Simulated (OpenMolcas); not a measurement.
**C3H10Si (trimethylsilane): levels of theory compared**

Wanted: a comparison of 6 runs (HF/3-21G, B2PLYP/cc-pVDZ, B3LYP/cc-pVDZ, M06-2X/cc-pVDZ, SVWN5/cc-pVDZ, MP2/cc-pVDZ) of C3H10Si (trimethylsilane). 

The calculation is run with OpenMolcas 26.06.

1 further run of the same task is left out (set aside as unsound or not needed).

## Step 1: Starting point

The species is C3H10Si (14 atoms), meant as a singlet with charge 0. SMILES: `C[SiH](C)C`. One bond was lengthened or shortened from a relaxed shape.

Bond lengths: C1–Si2 2.155 Å, Si2–C3 1.874 Å, Si2–C4 1.874 Å, C1–H5 1.093 Å, C1–H6 1.093 Å, C1–H7 1.094 Å, Si2–H8 1.494 Å, C3–H9 1.094 Å, C3–H10 1.093 Å, C3–H11 1.093 Å, C4–H12 1.093 Å, C4–H13 1.094 Å, C4–H14 1.093 Å. Some angles: C1–Si2–C3 110.3°, C1–Si2–C4 110.3°, C3–Si2–C4 110.3°, C1–Si2–H8 108.6°, C3–Si2–H8 108.6°, C4–Si2–H8 108.6°, Si2–C1–H5 111.2°, Si2–C1–H6 111.1°, Si2–C1–H7 110.9°, Si2–C3–H9 110.9°.

## Step 2: The energy at HF/3-21G (run 1)

calc.input

```
&gateway
baslib
$CurrDir
coord
14
angstrom
C       -1.049487       1.247157      -1.246466
Si      -0.338800      -0.014600       0.348900
C        1.239400       0.684100       1.077800
C       -0.051300      -1.756700      -0.277600
H       -1.980787       0.861757      -1.668966
H       -1.238587       2.263257      -0.891166
H       -0.314287       1.305857      -2.053966
H       -1.379500      -0.059300       1.420400
H        2.029000       0.733500       0.322800
H        1.601800       0.063500       1.901200
H        1.081800       1.694100       1.464300
H       -0.968800      -2.184000      -0.689800
H        0.706900      -1.767300      -1.065700
H        0.291900      -2.413100       0.526000
basis
3-21G
group
NoSym
&seward
&scf
thresholds
1e-10 1e-07 1e-07 1e-05
prorbitals
1 1
```

The basis set 3-21G is read from a file made from the Basis Set Exchange's data (not shown).

Launch:

```
$ export MOLCAS_MEM=1860
$ pymolcas calc.input > calc.log
```

The program printed:

```text
--- Start Module: gateway ---
[...]
--- Stop Module: gateway /rc=_RC_ALL_IS_WELL_ ---
--- Start Module: seward ---
[...]
      Basis functions           60
--- Stop Module: seward /rc=_RC_ALL_IS_WELL_ ---
[...]
--- Start Module: scf ---
[...]
       Convergence after  15 Iterations
[...]
::    Total SCF energy                               -406.1898155030
[...]
      Total spin, S                                     0.0000000000
[...]
      Total electronic charge=   42.000000
      Total            charge=   -0.000000
[...]
      Dipole Moment (debye):
      Origin of the operator (angstrom)=   -0.1079    0.0296    0.0495
                   X=  5.8077E-01               Y= -2.8329E-01               Z= -4.3241E-02           Total=  6.4762E-01
      Quadrupole Moment (debye*angstrom):
[...]
--- Stop Module: scf /rc=_RC_ALL_IS_WELL_ ---
[...]
```

It took 2.9 s on 1 thread of Arm Neoverse V1, shared host; peak memory 0.39 GiB.

## Step 3: A single-point energy at B2PLYP/cc-pVDZ (run 2)

test.input

```
&GATEWAY
BasLib=$CurrDir
Coord
14
angstrom
C       -1.049487       1.247157      -1.246466
Si      -0.338800      -0.014600       0.348900
C        1.239400       0.684100       1.077800
C       -0.051300      -1.756700      -0.277600
H       -1.980787       0.861757      -1.668966
H       -1.238587       2.263257      -0.891166
H       -0.314287       1.305857      -2.053966
H       -1.379500      -0.059300       1.420400
H        2.029000       0.733500       0.322800
H        1.601800       0.063500       1.901200
H        1.081800       1.694100       1.464300
H       -0.968800      -2.184000      -0.689800
H        0.706900      -1.767300      -1.065700
H        0.291900      -2.413100       0.526000
Basis=cc-pVDZ
Group=NoSym
&SEWARD
GridInput
Grid=UltraFine
End of Grid
&SCF
KSDFT=B2PLYP_SCF
Thresholds=1e-10 1e-07 1e-07 1e-05
PrOrbitals=1
&MBPT2
Frozen=8
```

The basis set cc-pVDZ is read from a file made from the Basis Set Exchange's data (not shown).

Launch:

```
$ export MOLCAS_MEM=1860
$ pymolcas test.input > test.log
```

The program printed:

```text
--- Start Module: gateway ---
[...]
--- Stop Module: gateway /rc=_RC_ALL_IS_WELL_ ---
[...]
      Basis functions          110
[...]
--- Start Module: scf ---
[...]
       Convergence after  12 Iterations
[...]
::    Total KS-DFT energy                            -409.3725009796
[...]
      Total spin, S                                     0.0000000000
[...]
      Total electronic charge=   42.000000
      Total            charge=   -0.000000
[...]
      Dipole Moment (debye):
      Origin of the operator (angstrom)=   -0.1079    0.0296    0.0495
                   X=  6.4578E-01               Y= -3.2964E-01               Z= -2.1584E-02           Total=  7.2537E-01
      Quadrupole Moment (debye*angstrom):
[...]
--- Stop Module: scf /rc=_RC_ALL_IS_WELL_ ---
[...]
--- Start Module: mbpt2 ---
[...]
 ###    WARNING: MP2 implementation intended for RHF references only         ###
 ###############################################################################
MBPT2 WARNING: Reference function according to RunFile:KS-DFT
I'll assume you know what you're doing and continue
WARNING!
Default frozen orbitals as non valence orbitals is overwritten by user input.
Default values:   5
[...]
       Reference weight ( Cref**2 )         =        0.76261
::    Total MBPT2 energy                             -410.0411956354
[...]
      Total MBPT2 calculations                           0.63      0.72
--- Stop Module: mbpt2 /rc=_RC_ALL_IS_WELL_ ---
[...]
```

Wall time 62 s (1 thread of Arm Neoverse V1, shared host); peak memory 0.65 GiB.

Runs 3 to 5 aren't shown in full; the table further down has their settings and results.

## Step 4: The energy at MP2/cc-pVDZ (run 6)

run.inp

```
* C3H10Si MP2
&GATEWAY
BasLib
$CurrDir
BasisSet
C.cc-pVDZ....
C1 -1.049487 1.247157 -1.246466 angstrom
C3 1.239400 0.684100 1.077800 angstrom
C4 -0.051300 -1.756700 -0.277600 angstrom
End of Basis
BasisSet
Si.cc-pVDZ....
Si2 -0.338800 -0.014600 0.348900 angstrom
End of Basis
BasisSet
H.cc-pVDZ....
H5 -1.980787 0.861757 -1.668966 angstrom
H6 -1.238587 2.263257 -0.891166 angstrom
H7 -0.314287 1.305857 -2.053966 angstrom
H8 -1.379500 -0.059300 1.420400 angstrom
H9 2.029000 0.733500 0.322800 angstrom
H10 1.601800 0.063500 1.901200 angstrom
H11 1.081800 1.694100 1.464300 angstrom
H12 -0.968800 -2.184000 -0.689800 angstrom
H13 0.706900 -1.767300 -1.065700 angstrom
H14 0.291900 -2.413100 0.526000 angstrom
End of Basis
&SEWARD
&SCF
Thresholds
1e-10 1e-07 1e-07 1e-05
PrOrbitals
0
&MBPT2
Frozen
8
```

The basis set cc-pVDZ is read from a file made from the Basis Set Exchange's data (not shown).

Launch:

```
$ export MOLCAS_MEM=1860
$ pymolcas run.inp > run.log
```

The program printed:

```text
--- Start Module: gateway ---
[...]
--- Stop Module: gateway /rc=_RC_ALL_IS_WELL_ ---
[...]
      Basis functions          110
[...]
--- Start Module: scf ---
[...]
       Convergence after  12 Iterations
[...]
::    Total SCF energy                               -408.3714556293
[...]
      Total spin, S                                     0.0000000000
[...]
      Total electronic charge=   42.000000
      Total            charge=   -0.000000
[...]
      Dipole Moment (debye):
      Origin of the operator (angstrom)=   -0.1079    0.0296    0.0495
                   X=  6.3233E-01               Y= -3.3730E-01               Z=  4.9996E-03           Total=  7.1669E-01
      Quadrupole Moment (debye*angstrom):
[...]
--- Stop Module: scf /rc=_RC_ALL_IS_WELL_ ---
[...]
--- Start Module: mbpt2 ---
[...]
WARNING!
Default frozen orbitals as non valence orbitals is overwritten by user input.
Default values:   5
[...]
       Reference weight ( Cref**2 )         =        0.83109
::    Total MBPT2 energy                             -408.9182636928
[...]
      Total MBPT2 calculations                           0.59      0.67
--- Stop Module: mbpt2 /rc=_RC_ALL_IS_WELL_ ---
[...]
```

Run time: 13 s. Hardware: 1 thread of Arm Neoverse V1, shared host; peak memory 0.65 GiB.

## Step 5: All runs side by side

| run | level | frozen core orbitals | integration grid | energy (Eh) | dipole moment (D) of the reference | HOMO energy (eV) | LUMO energy (eV) | wall time |
| --- | --- | --- | --- | --- | --- | --- | --- | --- |
| 1 | HF/3-21G | – | – | -406.189816 | 0.65 | -10.69 | 5.74 | 2.9 s |
| 2 | B2PLYP/cc-pVDZ | 8 | UltraFine | -409.553049 | 0.73 | -8.88 | 2.70 | 62 s |
| 3 | B3LYP/cc-pVDZ | – | UltraFine | -409.861509 | 0.74 | -7.59 | 1.37 | 67 s |
| 4 | M06-2X/cc-pVDZ | – | UltraFine | -409.740003 | 0.74 | -8.90 | 2.45 | 93 s |
| 5 | SVWN5/cc-pVDZ | – | UltraFine | -407.491852 | 0.78 | -6.67 | 0.66 | 50 s |
| 6 | MP2/cc-pVDZ | 8 | – | -408.918264 | 0.72 | -10.71 | 4.60 | 13 s |

## Step 6: Summary of results

| quantity | value |
| --- | --- |
| run 6: total energy | -408.91826 Eh |
| run 6: dipole moment (mean-field density) | 0.72 D |
| run 6: HOMO energy (Hartree–Fock orbitals) | -10.71 eV |
| run 6: LUMO energy (Hartree–Fock orbitals) | 4.60 eV |
| run 6: HOMO–LUMO gap (Hartree–Fock orbitals) | 15.31 eV |
| run 6: correlation energy (8 core orbitals frozen) | -546.8 mEh |

**Reading.** Over runs 1, 2, 3, 4, 5 the dipole moment (its size) runs from 0.65 D (HF/3-21G) to 0.78 D (SVWN5/cc-pVDZ). The two ends differ in method and basis. Over runs 1, 2, 3, 4, 5 the HOMO–LUMO gap runs from 7.33 eV (SVWN5/cc-pVDZ) to 16.43 eV (HF/3-21G). For B2PLYP the log adds the whole second-order term; the table takes 0.27 of it, as the functional is defined. Totals of different functionals can't be ranked against each other. All runs together took 4.8 min, the longest 93 s.
